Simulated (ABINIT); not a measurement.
Crystal: Be2N.

```xyz
3
Lattice="0.0000 2.2066 2.2066 2.2066 0.0000 2.2066 2.2066 2.2066 0.0000" Properties=species:S:1:pos:R:3 pbc="T T T"
Be    1.1033    1.1033    1.1033
Be    3.3098    3.3098    3.3098
N     0.0000    0.0000    0.0000
```

The cell was built by a generator and needn't be a form met in nature.

| Item | Value |
| --- | --- |
| Program | ABINIT 10.8.3 (patched build) |
| Task | relaxation of cell and atoms |
| Functional | LDA |
| Potentials or basis | PseudoDojo NC SR LDA v0.4.1 standard |
| Cutoff | 1197 eV |
| k mesh | 8 × 8 × 8 |
| Occupations | fermi-dirac, width 0.05 eV |
| Spin | no spin polarisation |

At the start: pressure -8.2 GPa; volume 7.16 Å³/atom.

Q: Where does the relaxation end?

A: Over 4 steps the energy falls by 9.8 meV/atom and the volume is 6.78 Å³/atom (-5.3 %); space group Fm-3m (No. 225, to 0.05 Å).

The path:
| step | energy change (eV) | largest force (eV/Å) | pressure (GPa) | volume (Å³) |
| --- | --- | --- | --- | --- |
| 1 | 0.0000 | 0.0000 | -8.19 | 21.49 |
| 2 | -0.0211 | 0.0000 | -4.44 | 20.95 |
| 3 | -0.0295 | 0.0000 | -0.08 | 20.36 |
| 4 | -0.0295 | 0.0000 | 0.00 | 20.35 |

Final structure:
```
Be N
1.0
     0.00000    2.16707    2.16707
     2.16707    0.00000    2.16707
     2.16707    2.16707    0.00000
Be N
2 1
Direct
  0.25000 0.25000 0.25000
  0.75000 0.75000 0.75000
  0.00000 0.00000 0.00000
```
